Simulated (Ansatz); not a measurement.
# C2H10GeSn: rotation by 120° about the C2–Ge3 bond, part 1 of 2

Wanted: the energy profile along the rotation by 120° about the C2–Ge3 bond, from relaxed end points and a band of images. SMILES of the start: C[CH]([GeH3])[SnH3].

Program: Ansatz 0.2.0. Level of theory: RKS B3LYP/def2-SVP. These are calculated values, not measurements.

## 1. The system as given

Bond lengths: C1–C2 1.470 Å, C2–Ge3 1.917 Å, C2–Sn4 2.144 Å, C1–H5 1.125 Å, C1–H6 1.155 Å, C1–H7 1.112 Å, C2–H8 1.072 Å, Ge3–H9 1.597 Å, Ge3–H10 1.551 Å, Ge3–H11 1.573 Å, Sn4–H12 1.752 Å, Sn4–H13 1.676 Å, Sn4–H14 1.829 Å. Angles (14 of 24 angles, heavy atoms first): C1–C2–Ge3 109.0°, C1–C2–Sn4 109.8°, Ge3–C2–Sn4 107.3°, C1–C2–H8 111.3°, Ge3–C2–H8 107.6°, Sn4–C2–H8 111.8°, C2–C1–H5 112.5°, C2–C1–H6 111.3°, C2–C1–H7 114.6°, C2–Ge3–H9 111.3°, C2–Ge3–H10 111.1°, C2–Ge3–H11 110.2°, C2–Sn4–H12 108.8°, C2–Sn4–H13 111.1°.

Structure file:

```xyz
14

C    -0.7529    1.3177   -0.3643
C    -0.4659    0.0676    0.3530
Ge    1.2112    0.2437    1.2656
Sn   -0.2640   -1.5440   -1.0467
H    -0.8737    2.1939    0.3308
H    -1.7778    1.2719   -0.8955
H     0.0083    1.6012   -1.1238
H    -1.2158   -0.1389    1.0914
H     1.1636    1.4185    2.3467
H     2.3617    0.5423    0.2693
H     1.5524   -1.0832    2.0375
H     0.0671   -3.0197   -0.1629
H     0.8720   -1.1827   -2.2246
H    -1.8993   -1.7173   -1.8477
```

## 2. End point A

The input, input.yaml:

```yaml
crystal:
  periodic: [false, false, false]
  atoms:
    - { symbol: C, position_ang: [-0.7529, 1.3177, -0.3643] }
    - { symbol: C, position_ang: [-0.4659, 0.0676, 0.353] }
    - { symbol: Ge, position_ang: [1.2112, 0.2437, 1.2656] }
    - { symbol: Sn, position_ang: [-0.264, -1.544, -1.0467] }
    - { symbol: H, position_ang: [-0.8737, 2.1939, 0.3308] }
    - { symbol: H, position_ang: [-1.7778, 1.2719, -0.8955] }
    - { symbol: H, position_ang: [0.0083, 1.6012, -1.1238] }
    - { symbol: H, position_ang: [-1.2158, -0.1389, 1.0914] }
    - { symbol: H, position_ang: [1.1636, 1.4185, 2.3467] }
    - { symbol: H, position_ang: [2.3617, 0.5423, 0.2693] }
    - { symbol: H, position_ang: [1.5524, -1.0832, 2.0375] }
    - { symbol: H, position_ang: [0.0671, -3.0197, -0.1629] }
    - { symbol: H, position_ang: [0.872, -1.1827, -2.2246] }
    - { symbol: H, position_ang: [-1.8993, -1.7173, -1.8477] }
basis:
  gaussian: { orbitals: def2-SVP }
hamiltonian:
  xc: b3lyp
relax:
  f_tol: 0.015
  max_steps: 40
```

Started as:

```sh
ansatz run input.yaml --threads 2 --pin off --max-ram 3072MiB --backend cpu --events-out ev --progress --plain --runs-dir out
```

The log of the run (excerpt; [...] marks lines left out):

```text
Warning: RAYON_NUM_THREADS=2 ignored (pool sized by the plan → 2); use --threads N
[...]
Functional definition: B3LYP
[...]
1593 factors; integrals over basis functions are off by at most 3.3e-4 eV
[...]
mean field -64579.99867515 eV, -2373.2711774166 hartree, gradient 3.3e-5 eV, S^2 0.000000; 0 other end points of the search recorded, 0 dependent functions left out
[...]
reference -64579.99898672 eV, -2373.2711888663 hartree; 38, 38 occupied and 98, 98 virtual orbitals, 1593 factors
relax step   1: F+E_penalty+E_count = -64579.99867515 eV  Δ(F+E_penalty+E_count) = +0.000e0 eV  max|allowed force component| = 2.214e0 eV/Å  Δτ_max = 0.0000 Å  (25 SCF iters, accepted)
[...]
relax step   5: F+E_penalty+E_count = -64580.37856900 eV  Δ(F+E_penalty+E_count) = -6.058e-3 eV  max|allowed force component| = 5.882e-2 eV/Å  Δτ_max = 0.0615 Å  (24 SCF iters, accepted)
[...]
relax step   6: F+E_penalty+E_count = -64580.37966972 eV  Δ(F+E_penalty+E_count) = -1.101e-3 eV  max|allowed force component| = 1.117e-2 eV/Å  Δτ_max = 0.0215 Å  (25 SCF iters, accepted)
1593 factors; integrals over basis functions are off by at most 3.6e-4 eV
mean field -64580.37966972 eV, -2373.2851787085 hartree, gradient 7.5e-5 eV, S^2 0.000000; 1 other end points of the search recorded, 0 dependent functions left out
[...]
reference -64580.37998596 eV, -2373.2851903303 hartree; 38, 38 occupied and 98, 98 virtual orbitals, 1593 factors
Total energy: -64580.37998596 eV, -2373.2851903303 hartree
Atom 0 at    -0.808390     1.389012    -0.378589 Å, force    -0.011173     0.001917     0.006080 eV/Å
Atom 1 at    -0.406552     0.081368     0.324054 Å, force     0.007605    -0.001901    -0.004886 eV/Å
Atom 2 at     1.281903     0.262957     1.339349 Å, force    -0.005419     0.009950    -0.009824 eV/Å
Atom 3 at    -0.348481    -1.606733    -1.078234 Å, force     0.003192    -0.002454    -0.001799 eV/Å
Atom 4 at    -0.907322     2.221835     0.340122 Å, force     0.001731     0.003557     0.001018 eV/Å
Atom 5 at    -1.776824     1.300160    -0.900376 Å, force     0.003274    -0.002022     0.001725 eV/Å
Atom 6 at    -0.062871     1.700815    -1.129495 Å, force     0.000558    -0.002539    -0.001766 eV/Å
Atom 7 at    -1.176434    -0.199824     1.063260 Å, force     0.002293    -0.002485    -0.005027 eV/Å
Atom 8 at     1.164533     1.433935     2.345064 Å, force     0.002539    -0.001374     0.004410 eV/Å
Atom 9 at     2.452692     0.567459     0.376388 Å, force    -0.000740    -0.002299     0.003498 eV/Å
Atom 10 at     1.599222    -1.035012     2.113662 Å, force    -0.001465    -0.001231     0.002895 eV/Å
Atom 11 at     0.008193    -3.076908    -0.255936 Å, force    -0.000580    -0.001185     0.000942 eV/Å
Atom 12 at     0.852192    -1.321984    -2.281106 Å, force    -0.002229    -0.002662     0.000787 eV/Å
Atom 13 at    -1.884960    -1.746080    -1.849362 Å, force     0.000414     0.004726     0.001947 eV/Å
Dipole moment:    -0.142344     0.097360     0.023955 e Å
```

Wall time 22 s (2 threads of Intel Xeon 6975P-C (Granite Rapids), shared host); peak memory 0.45 GiB.

The steps of the relaxation:

| step | energy from step 1 (eV) | largest force component (eV/Å) |
| --- | --- | --- |
| 1 | 0.0000 | 2.2138 |
| 2 | -0.2143 | 2.0157 |
| 3 | -0.3600 | 0.5061 |
| 4 | -0.3738 | 0.1087 |
| 5 | -0.3799 | 0.0588 |
| 6 | -0.3810 | 0.0112 |

Step 1 is the start.

After: Bond lengths: C1–C2 1.538 Å, C2–Ge3 1.979 Å, C2–Sn4 2.195 Å, C1–H5 1.105 Å, C1–H6 1.104 Å, C1–H7 1.103 Å, C2–H8 1.104 Å, Ge3–H9 1.548 Å, Ge3–H10 1.546 Å, Ge3–H11 1.544 Å, Sn4–H12 1.722 Å, Sn4–H13 1.723 Å, Sn4–H14 1.725 Å. Angles (14 of 24 angles, heavy atoms first): C1–C2–Ge3 112.3°, C1–C2–Sn4 111.6°, Ge3–C2–Sn4 112.1°, C1–C2–H8 109.9°, Ge3–C2–H8 106.0°, Sn4–C2–H8 104.5°, C2–C1–H5 111.5°, C2–C1–H6 112.1°, C2–C1–H7 112.0°, C2–Ge3–H9 109.8°, C2–Ge3–H10 110.2°, C2–Ge3–H11 110.8°, C2–Sn4–H12 110.9°, C2–Sn4–H13 109.7°.

## 3. End point B

The second end starts from a geometry with the move made by hand.

Changes to input.yaml since step 2:

```diff
@@ -11,5 +11,5 @@
     - { symbol: H, position_ang: [-1.2158, -0.1389, 1.0914] }
-    - { symbol: H, position_ang: [1.1636, 1.4185, 2.3467] }
-    - { symbol: H, position_ang: [2.3617, 0.5423, 0.2693] }
-    - { symbol: H, position_ang: [1.5524, -1.0832, 2.0375] }
+    - { symbol: H, position_ang: [1.59878, -1.10222, 2.03338] }
+    - { symbol: H, position_ang: [1.16773, 1.40038, 2.29789] }
+    - { symbol: H, position_ang: [2.36259, 0.53803, 0.23576] }
     - { symbol: H, position_ang: [0.0671, -3.0197, -0.1629] }
@@ -24 +24,3 @@
   max_steps: 40
+output:
+  orbitals: {}
```

Started as:

```sh
ansatz run input.yaml --threads 2 --pin off --max-ram 3072MiB --backend cpu --events-out ev --progress --plain --runs-dir out
```

The log of the run (excerpt; [...] marks lines left out):

```text
Warning: RAYON_NUM_THREADS=2 ignored (pool sized by the plan → 2); use --threads N
[...]
[... 1 set-up line as earlier in the session ...]
[...]
1593 factors; integrals over basis functions are off by at most 3.3e-4 eV
[...]
mean field -64580.00021430 eV, -2373.2712339793 hartree, gradient 3.2e-5 eV, S^2 0.000000; 0 other end points of the search recorded, 0 dependent functions left out
[...]
reference -64580.00052509 eV, -2373.2712454005 hartree; 38, 38 occupied and 98, 98 virtual orbitals, 1593 factors
relax step   1: F+E_penalty+E_count = -64580.00021430 eV  Δ(F+E_penalty+E_count) = +0.000e0 eV  max|allowed force component| = 2.215e0 eV/Å  Δτ_max = 0.0000 Å  (25 SCF iters, accepted)
[...]
relax step   5: F+E_penalty+E_count = -64580.37948268 eV  Δ(F+E_penalty+E_count) = -1.872e-3 eV  max|allowed force component| = 2.583e-2 eV/Å  Δτ_max = 0.0348 Å  (24 SCF iters, accepted)
[...]
Atom 4 at    -0.905067     2.217891     0.337413 Å, force    -0.000017     0.005285     0.006708 eV/Å
Atom 5 at    -1.783760     1.289642    -0.891738 Å, force    -0.003267     0.004778    -0.004136 eV/Å
Atom 6 at    -0.074186     1.697912    -1.140056 Å, force    -0.003046    -0.006601     0.003789 eV/Å
Atom 7 at    -1.161995    -0.205147     1.063061 Å, force    -0.000007    -0.003816     0.002631 eV/Å
Atom 8 at     1.619202    -1.036409     2.093909 Å, force     0.000920    -0.002329    -0.000597 eV/Å
Atom 9 at     1.181818     1.428606     2.337507 Å, force     0.000901     0.003141    -0.000310 eV/Å
Atom 10 at     2.461015     0.573220     0.357238 Å, force     0.000463    -0.000628     0.001832 eV/Å
Atom 11 at    -0.005415    -3.083465    -0.259199 Å, force    -0.000720     0.000058    -0.000353 eV/Å
Atom 12 at     0.854374    -1.335998    -2.285044 Å, force     0.000255    -0.003314    -0.000823 eV/Å
Atom 13 at    -1.886844    -1.732349    -1.852078 Å, force     0.000815    -0.001345    -0.001043 eV/Å
Dipole moment:    -0.141679     0.096138     0.023207 e Å
```

It took 23 s on 2 threads of Intel Xeon 6975P-C (Granite Rapids), shared host; peak memory 0.45 GiB.

The steps of the relaxation:

| step | energy from step 1 (eV) | largest force component (eV/Å) |
| --- | --- | --- |
| 1 | 0.0000 | 2.2154 |
| 2 | -0.2210 | 1.9849 |
| 3 | -0.3589 | 0.4904 |
| 4 | -0.3774 | 0.0759 |
| 5 | -0.3793 | 0.0258 |
| 6 | -0.3796 | 0.0080 |

Step 1 is the start.

After: Bond lengths: C1–C2 1.538 Å, C2–Ge3 1.978 Å, C2–Sn4 2.195 Å, C1–H5 1.104 Å, C1–H6 1.103 Å, C1–H7 1.103 Å, C2–H8 1.104 Å, Ge3–H9 1.544 Å, Ge3–H10 1.548 Å, Ge3–H11 1.546 Å, Sn4–H12 1.722 Å, Sn4–H13 1.723 Å, Sn4–H14 1.725 Å. Angles (14 of 24 angles, heavy atoms first): C1–C2–Ge3 112.4°, C1–C2–Sn4 111.6°, Ge3–C2–Sn4 112.2°, C1–C2–H8 109.8°, Ge3–C2–H8 105.9°, Sn4–C2–H8 104.4°, C2–C1–H5 111.6°, C2–C1–H6 112.0°, C2–C1–H7 112.1°, C2–Ge3–H9 110.7°, C2–Ge3–H10 109.9°, C2–Ge3–H11 110.2°, C2–Sn4–H12 111.0°, C2–Sn4–H13 109.8°.

## 4. Nudged elastic band

crystal.atoms is end A as relaxed above, and neb.final_atoms is end B, turned to lie on A. With 7 inner images the band has 9 in all. The start path is listed, through a guess of the saddle.

The input, input.yaml:

```yaml
crystal:
  periodic: [false, false, false]
  atoms:
    - { symbol: C, position_ang: [-0.80839, 1.389012, -0.378589] }
    - { symbol: C, position_ang: [-0.406552, 0.081368, 0.324054] }
    - { symbol: Ge, position_ang: [1.281903, 0.262957, 1.339349] }
    - { symbol: Sn, position_ang: [-0.348481, -1.606733, -1.078234] }
    - { symbol: H, position_ang: [-0.907322, 2.221835, 0.340122] }
    - { symbol: H, position_ang: [-1.776824, 1.30016, -0.900376] }
    - { symbol: H, position_ang: [-0.062871, 1.700815, -1.129495] }
    - { symbol: H, position_ang: [-1.176434, -0.199824, 1.06326] }
    - { symbol: H, position_ang: [1.164533, 1.433935, 2.345064] }
    - { symbol: H, position_ang: [2.452692, 0.567459, 0.376388] }
    - { symbol: H, position_ang: [1.599222, -1.035012, 2.113662] }
    - { symbol: H, position_ang: [0.008193, -3.076908, -0.255936] }
    - { symbol: H, position_ang: [0.852192, -1.321984, -2.281106] }
    - { symbol: H, position_ang: [-1.88496, -1.74608, -1.849362] }
basis:
  gaussian: { orbitals: def2-SVP }
hamiltonian:
  xc: b3lyp
neb:
  order_check: false
  images: 7
  f_tol: 0.05
  max_iterations: 51
  final_atoms:
    - { symbol: C, position_ang: [-0.66639926, 1.40077912, -0.56549163] }
    - { symbol: C, position_ang: [-0.40046979, 0.15611844, 0.29749983] }
    - { symbol: Ge, position_ang: [1.27395296, 0.30369212, 1.34035701] }
    - { symbol: Sn, position_ang: [-0.47379786, -1.68597122, -0.89435733] }
    - { symbol: H, position_ang: [-0.7007666, 2.3196567, 0.04609208] }
    - { symbol: H, position_ang: [-1.62947629, 1.33547087, -1.09996042] }
    - { symbol: H, position_ang: [0.11765645, 1.55232527, -1.32687632] }
    - { symbol: H, position_ang: [-1.20901716, 0.0349155, 1.03872957] }
    - { symbol: H, position_ang: [1.44963648, -0.91870922, 2.26790067] }
    - { symbol: H, position_ang: [1.243826, 1.58740871, 2.20498261] }
    - { symbol: H, position_ang: [2.49031255, 0.3871062, 0.38975792] }
    - { symbol: H, position_ang: [-0.29689651, -3.07504415, 0.10762797] }
    - { symbol: H, position_ang: [0.78300333, -1.66926625, -2.07286069] }
    - { symbol: H, position_ang: [-1.99466332, -1.75748208, -1.70460024] }
  initial_path:
    images:
      - { positions_ang: [[-0.80839, 1.389012, -0.378589], [-0.406552, 0.081368, 0.324054], [1.281903, 0.262957, 1.339349], [-0.348481, -1.606733, -1.078234], [-0.907322, 2.221835, 0.340122], [-1.776824, 1.30016, -0.900376], [-0.062871, 1.700815, -1.129495], [-1.176434, -0.199824, 1.06326], [1.164533, 1.433935, 2.345064], [2.452692, 0.567459, 0.376388], [1.599222, -1.035012, 2.113662], [0.008193, -3.076908, -0.255936], [0.852192, -1.321984, -2.281106], [-1.88496, -1.74608, -1.849362]] }
      - { positions_ang: [[-0.76637771, 1.37388424, -0.41388945], [-0.42156091, 0.09711138, 0.32628498], [1.26198789, 0.26919302, 1.32106273], [-0.35327459, -1.60980772, -1.02935381], [-0.85647111, 2.23662307, 0.27393282], [-1.74655961, 1.30134301, -0.94285341], [-0.00847757, 1.64294962, -1.16823385], [-1.19329392, -0.13069861, 1.06465191], [1.12045499, 1.13726813, 2.47092854], [2.32287416, 0.82739814, 0.50863071], [1.7342233, -1.0059828, 1.80872495], [-0.03657794, -3.06076071, -0.15180766], [0.84283433, -1.36020007, -2.22620936], [-1.9128803, -1.7473207, -1.8130681]] }
      - { positions_ang: [[-0.72436541, 1.35875648, -0.44918991], [-0.43656983, 0.11285475, 0.32851596], [1.24207278, 0.27542904, 1.30277646], [-0.35806817, -1.61288244, -0.98047362], [-0.80562023, 2.25141114, 0.20774364], [-1.71629521, 1.30252603, -0.98533082], [0.04591585, 1.58508424, -1.20697271], [-1.21015384, -0.06157323, 1.06604383], [1.07637697, 0.84060127, 2.59679307], [2.19305632, 1.08733728, 0.64087342], [1.8692246, -0.97695359, 1.50378791], [-0.08134888, -3.04461342, -0.04767932], [0.83347666, -1.39841614, -2.17131271], [-1.9408006, -1.74856141, -1.7767742]] }
      - { positions_ang: [[-0.68235312, 1.34362872, -0.48449036], [-0.45157874, 0.12859813, 0.33074694], [1.22215766, 0.28166506, 1.28449019], [-0.36286176, -1.61595715, -0.93159343], [-0.75476934, 2.26619921, 0.14155446], [-1.68603082, 1.30370904, -1.02780823], [0.10030928, 1.52721885, -1.24571156], [-1.22701376, 0.00755216, 1.06743574], [1.03229896, 0.5439344, 2.72265761], [2.06323847, 1.34727642, 0.77311613], [2.0042259, -0.94792439, 1.19885086], [-0.12611982, -3.02846612, 0.05644903], [0.82411898, -1.43663221, -2.11641607], [-1.96872091, -1.74980211, -1.7404803]] }
      - { positions_ang: [[-0.64034082, 1.32850096, -0.51979082], [-0.46658766, 0.14434151, 0.33297792], [1.20224255, 0.28790107, 1.26620392], [-0.36765535, -1.61903187, -0.88271324], [-0.70391845, 2.28098729, 0.07536528], [-1.65576643, 1.30489205, -1.07028565], [0.15470271, 1.46935347, -1.28445041], [-1.24387368, 0.07667754, 1.06882766], [0.98822095, 0.24726753, 2.84852214], [1.93342063, 1.60721555, 0.90535884], [2.1392272, -0.91889518, 0.89391382], [-0.17089077, -3.01231883, 0.16057737], [0.81476131, -1.47484827, -2.06151943], [-1.99664121, -1.75104282, -1.7041864]] }
      - { positions_ang: [[-0.64685543, 1.3465705, -0.53121602], [-0.45005819, 0.14728574, 0.3241084], [1.22017016, 0.29184884, 1.28474219], [-0.39419098, -1.63576671, -0.88562426], [-0.70313049, 2.29065464, 0.06804698], [-1.64919389, 1.31253676, -1.07770434], [0.14544114, 1.49009642, -1.29505689], [-1.23515955, 0.06623703, 1.06130314], [1.10357483, -0.04422666, 2.70336677], [1.76102197, 1.60226384, 1.23026478], [2.22699854, -0.59239484, 0.76787484], [-0.2023922, -3.02800016, 0.14734002], [0.80682182, -1.52345277, -2.06435474], [-1.99614674, -1.75265264, -1.70428986]] }
      - { positions_ang: [[-0.65337004, 1.36464004, -0.54264122], [-0.43352872, 0.15022997, 0.31523887], [1.23809776, 0.2957966, 1.30328046], [-0.4207266, -1.65250155, -0.88853528], [-0.70234252, 2.30032199, 0.06072868], [-1.64262136, 1.32018146, -1.08512303], [0.13617958, 1.51083937, -1.30566337], [-1.22644542, 0.05579652, 1.05377861], [1.21892871, -0.33572085, 2.5582114], [1.58862332, 1.59731213, 1.55517072], [2.31476987, -0.26589449, 0.64183587], [-0.23389364, -3.04368149, 0.13410267], [0.79888232, -1.57205726, -2.06719006], [-1.99565226, -1.75426245, -1.70439332]] }
      - { positions_ang: [[-0.65988465, 1.38270958, -0.55406643], [-0.41699925, 0.15317421, 0.30636935], [1.25602536, 0.29974436, 1.32181873], [-0.44726223, -1.66923638, -0.89144631], [-0.70155456, 2.30998935, 0.05341038], [-1.63604882, 1.32782616, -1.09254173], [0.12691802, 1.53158232, -1.31626985], [-1.21773129, 0.04535601, 1.04625409], [1.3342826, -0.62721503, 2.41305604], [1.41622466, 1.59236042, 1.88007666], [2.40254121, 0.06060586, 0.51579689], [-0.26539507, -3.05936282, 0.12086532], [0.79094283, -1.62066176, -2.07002538], [-1.99515779, -1.75587227, -1.70449678]] }
      - { positions_ang: [[-0.66639926, 1.40077912, -0.56549163], [-0.40046979, 0.15611844, 0.29749983], [1.27395296, 0.30369212, 1.34035701], [-0.47379786, -1.68597122, -0.89435733], [-0.7007666, 2.3196567, 0.04609208], [-1.62947629, 1.33547087, -1.09996042], [0.11765645, 1.55232527, -1.32687632], [-1.20901716, 0.0349155, 1.03872957], [1.44963648, -0.91870922, 2.26790067], [1.243826, 1.58740871, 2.20498261], [2.49031255, 0.3871062, 0.38975792], [-0.29689651, -3.07504415, 0.10762797], [0.78300333, -1.66926625, -2.07286069], [-1.99466332, -1.75748208, -1.70460024]] }
```

Started as:

```sh
ansatz run input.yaml --threads 2 --pin off --max-ram 3072MiB --backend cpu --events-out ev --progress --plain --runs-dir out
```

The log of the run (excerpt; [...] marks lines left out):

```text
Warning: RAYON_NUM_THREADS=2 ignored (pool sized by the plan → 2); use --threads N
[...]
[... 1 set-up line as earlier in the session ...]
[...]
1588 factors; integrals over basis functions are off by at most 3.6e-4 eV
[...]
mean field -64580.37966388 eV, -2373.2851784941 hartree, gradient 2.7e-5 eV, S^2 0.000000; 0 other end points of the search recorded, 0 dependent functions left out
[...]
reference -64580.37998063 eV, -2373.2851901344 hartree; 38, 38 occupied and 98, 98 virtual orbitals, 1588 factors
1588 factors; integrals over basis functions are off by at most 6.8e-4 eV
[...]
mean field -64580.37975599 eV, -2373.2851818789 hartree, gradient 2.8e-5 eV, S^2 0.000000; 0 other end points of the search recorded, 0 dependent functions left out
[...]
reference -64580.38007258 eV, -2373.2851935134 hartree; 38, 38 occupied and 98, 98 virtual orbitals, 1588 factors
[...]
Atom 4 at    -0.730402     2.320684     0.072435 Å, force    -0.006084     0.004100     0.007296 eV/Å
Atom 5 at    -1.670230     1.339239    -1.067547 Å, force    -0.025183    -0.002214    -0.005903 eV/Å
Atom 6 at     0.070834     1.572693    -1.317545 Å, force     0.000434    -0.001742     0.001555 eV/Å
Atom 7 at    -1.212992     0.017656     1.044765 Å, force     0.005952     0.003295    -0.007892 eV/Å
Atom 8 at     0.996803     0.280193     2.852356 Å, force    -0.005386     0.000850     0.013647 eV/Å
Atom 9 at     2.002447     1.609895     0.971224 Å, force    -0.002030     0.003500     0.000682 eV/Å
Atom 10 at     2.242638    -0.880232     1.023334 Å, force     0.009864    -0.003575     0.002263 eV/Å
Atom 11 at    -0.230160    -3.059846     0.085527 Å, force    -0.002274    -0.001623     0.001048 eV/Å
Atom 12 at     0.792038    -1.606179    -2.091322 Å, force     0.002732    -0.006092    -0.006362 eV/Å
Atom 13 at    -1.981841    -1.800676    -1.718664 Å, force     0.000675     0.006616     0.003593 eV/Å
Dipole moment:    -0.132778     0.121009     0.014543 e Å
this run last wrote the band of iteration 6 to <dir>
```

It took 2.6 min on 2 threads of Intel Xeon 6975P-C (Granite Rapids), shared host; peak memory 0.45 GiB.

(Continued in part 2 of 2.)
